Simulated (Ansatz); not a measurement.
# Zr (hcp type): the cost of one run

Method: DFT, LDA, PAW with Ansatz's default frozen-core files, scalar-relativistic, in Ansatz 0.2.0.

**1. The structure to begin with**

It takes space group P6_3/mmc (No. 194, hexagonal). Conventional cell: a = 3.143 Å, b = 3.143 Å, c = 5.092 Å, α = 90.00°, β = 90.00°, γ = 120.00°. Zr (site symmetry -6m2) is surrounded by 12 Zr at 3.13 to 3.14 Å.

As a file:

```
Zr
1.0
     3.14321    0.00000    0.00000
    -1.57161    2.72210    0.00000
     0.00000    0.00000    5.09201
Zr
2
Direct
  0.33333 0.66667 0.25000
  0.66667 0.33333 0.75000
```

Atoms are numbered in the order of the input: Zr1, Zr2.

**2. Cell relaxed at zero pressure, PAW**

Contents of input.yaml:

```yaml
crystal:
  lattice:
    - [3.143214307, 0.0, 0.0]
    - [-1.5716071535, 2.7221034394, 0.0]
    - [0.0, 0.0, 5.0920071773]
  atoms:
    - { symbol: Zr, position: [0.3333333333, 0.6666666667, 0.25] }
    - { symbol: Zr, position: [0.6666666667, 0.3333333333, 0.75] }
kpoints:
  mp_grid: { grid: [18, 18, 10] }
scf:
  occupations: { method: fermi_dirac, width: 0.1 }
hamiltonian:
  xc: lda
  pseudopotentials: { kind: paw }
output:
  forces: true
  stress: true
  write_density: true
  write_potential: true
  elf: true
  volumetric_format: npy
relax:
  f_tol: 0.005
  max_steps: 40
  cell: {}
```

Run with:

```console
> ansatz run input.yaml --threads 1 --pin off --max-ram 3584MiB --backend cpu --events-out ev --progress --plain --runs-dir out
```

**Question.** How long does this run take on 1 thread of Intel Xeon Platinum 8488C (Sapphire Rapids), shared host, and how much memory does it need?

About 12 s, with a peak of 0.48 GiB.
